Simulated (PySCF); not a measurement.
# CrI4: geometry

What geometry should CrI4 (`[I][Cr]([I])([I])[I]`) show?

The runs use PySCF 2.14.0; the level of theory stands in each step. All values are computed, except where a source is named. Atoms are numbered from 0 throughout.

### Step 1. The starting structure

5 atoms, charge 0, multiplicity 3; geometry from: GFN2-xTB. The atoms were then displaced at random by about 0.03 Å, so the start is not that level's minimum.

Bonds of the start (Å): Cr0–I1 2.53, Cr0–I2 2.45, Cr0–I3 2.61, Cr0–I4 2.55.

### Step 2. Geometry optimisation at PBE0-D3(BJ)/def2-SVP

The job: settings as JSON, then the geometry in Å.

```
{"job": {"xc": "PBE0", "basis": "def2-SVP", "d3": "d3bj", "grid": 1, "maxiter": 40, "shake": 0.03, "kind": "geom"}, "charge": 0, "multiplicity": 3}
Cr     0.060900    -0.077020     0.013160
I     -0.006800    -0.029840     2.538830
I      2.336690     0.003280    -0.884260
I     -1.108280     2.088920    -0.841190
I     -1.207670    -2.095810    -0.888660
```

Started as:

```console
OMP_NUM_THREADS=1 python probes_run.py task.json out
```

The driver reads the jobs from task.json and runs them one after another.

What will the session give for the following? rotational constants (main isotopes). Wanted: rotational constants.

As calculated:

| quantity | value |
| --- | --- |
| rotational constants (main isotopes) | 0.24, 0.24, 0.24 GHz |

**Reading.** The start was shaken at random, so part of the energy gained undoes that. Relaxing lowered the energy by 0.112 eV in 4 steps; the close pair that moved most is Cr0–I3, from 2.605 to 2.478 Å.
